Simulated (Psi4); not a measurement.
# wB97X-D/def2-TZVPD (density fitting, sweep point 5) run of Si3NH9 (trisilylamine)

Aim: the energy of Si3NH9 (trisilylamine). 

The results are computed with Psi4 1.11.

24 further runs of the same task are left out: 24 set aside as unsound or not needed.

### 1 The structure to begin with

The species is Si3NH9 (13 atoms), meant as a singlet with charge 0. As SMILES, `[SiH3]N([SiH3])[SiH3]`. The shape is that of a PBE0-D4/def2-TZVP optimisation.

Bond lengths: Si1–N2 1.735 Å, N2–Si3 1.735 Å, N2–Si4 1.735 Å, Si1–H5 1.488 Å, Si1–H6 1.487 Å, Si1–H7 1.487 Å, Si3–H8 1.487 Å, Si3–H9 1.487 Å, Si3–H10 1.488 Å, Si4–H11 1.487 Å, Si4–H12 1.488 Å, Si4–H13 1.487 Å. Some angles: Si1–N2–Si3 120.0°, Si1–N2–Si4 120.0°, Si3–N2–Si4 120.0°, N2–Si1–H5 107.2°, N2–Si1–H6 111.4°, N2–Si1–H7 111.4°, N2–Si3–H8 111.4°, N2–Si3–H9 111.4°, N2–Si3–H10 107.2°, N2–Si4–H11 111.4°.

### 2 The energy at wB97X-D/def2-TZVPD (density fitting, sweep point 5)

h9nsi3.in

```
memory 1600 mb

molecule {
  0 1
  Si    -0.98161824     2.72258512    -1.54173306
  N     -0.00130391    -0.00017008     0.00066140
  Si     1.48317045     0.21176271     2.91694345
  Si    -0.50189236    -2.93457460    -1.37471906
  H     -2.16961346     1.92614115    -3.96220766
  H     -2.85868320     4.14930945    -0.01358713
  H      1.18268510     4.42859207    -2.08888436
  H      0.03811578    -1.14834877     4.90593689
  H      4.07825574    -0.86139386     2.82865545
  H      1.63038011     2.94013039     3.57951923
  H     -3.23857484    -3.42707502    -1.77689058
  H      0.53972468    -4.86625264     0.38257505
  H      0.79933525    -3.14070592    -3.85630741
  units bohr
  symmetry c1
}

set basis def2-TZVPD
set puream true
set scf_type df
set dft_radial_points 75
set dft_spherical_points 302

energy_value, wavefunction = energy("wb97x-d", return_wfn=True)
```

Run with:

```bash
$ psi4 -n 1 h9nsi3.in h9nsi3.out
```

Q: Predict the results. Wanted: total energy; dipole moment; HOMO energy; LUMO energy; HOMO–LUMO gap; dispersion energy.

Answer, from the run:

At wB97X-D/def2-TZVPD (density fitting, sweep point 5):

| quantity | value |
| --- | --- |
| total energy | -928.72622 Eh |
| dipole moment | 0.00 D |
| HOMO energy | -9.55 eV |
| LUMO energy | 1.21 eV |
| HOMO–LUMO gap | 10.76 eV |
| dispersion energy | -17.13 kJ/mol |
